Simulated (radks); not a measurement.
# Sc⁺ in [Ar] 3d1 4s1: an all-electron calculation

An exercise on one series of results from a longer session: the logs are not shown, and one member is left open.

Method: non-relativistic Kohn-Sham, revTPSS, spin-polarised, spherical densities, point nucleus; open shells are filled with parallel spins first. Code: radks (a radial shooting solver on a logarithmic mesh, Libxc functionals) version 1.

### Starting point

```
element       : scandium (Z = 21)
charge        : +1
electrons     : 20
configuration : [Ar] 3d1 4s1
```

The outer shells:

Sc⁺
```
[Ar] core
3d [↑ ][  ][  ][  ][  ]
4s [↑ ]
```

The first run:

Input:

```text
Z 21
configuration [Ar] 3d1 4s1
relativity non-relativistic
functional revtpss,revtpss
spin polarised
nucleus point
```

One of the session's tables, all rows but one given; the rest of the session is left out.

It belongs to the step «Radial structure». Sizes of the orbitals, from the radial functions (bohr):

| level | <r> | outermost maximum (interpolated) | 90 % within | nodes |
| --- | --- | --- | --- | --- |
| 1s up | 0.07352 | 0.0483 | 0.131 | 0 |
| 1s down | 0.07352 | 0.0483 | 0.131 | 0 |
| 2s up | 0.3454 | 0.285 | 0.537 | 1 |
| 2s down | 0.3453 | 0.285 | 0.536 | 1 |
| 2p up | 0.3088 | 0.233 | 0.508 | 0 |
| 2p down | 0.3086 | 0.233 | 0.508 | 0 |
| 3s up | ? | ? | ? | ? |
| 3s down | 1.081 | 0.931 | 1.62 | 2 |
| 3p up | 1.171 | 0.969 | 1.80 | 1 |
| 3p down | 1.168 | 0.967 | 1.80 | 1 |
| 3d up | 1.705 | 1.07 | 3.00 | 0 |
| 4s up | 3.353 | 2.94 | 4.90 | 3 |
| 3d down | 1.672 | 1.07 | 2.92 | 0 |

Q: Estimate the row for 3s up from the others.

The run gave: <r>: 1.082; outermost maximum (interpolated): 0.932; 90 % within: 1.62; nodes: 2. In the column «<r>» it lies between 3s down (1.081) and 3p down (1.168).

To keep in mind: Open shells are spherical and high-spin; term and fine-structure splittings are not resolved.
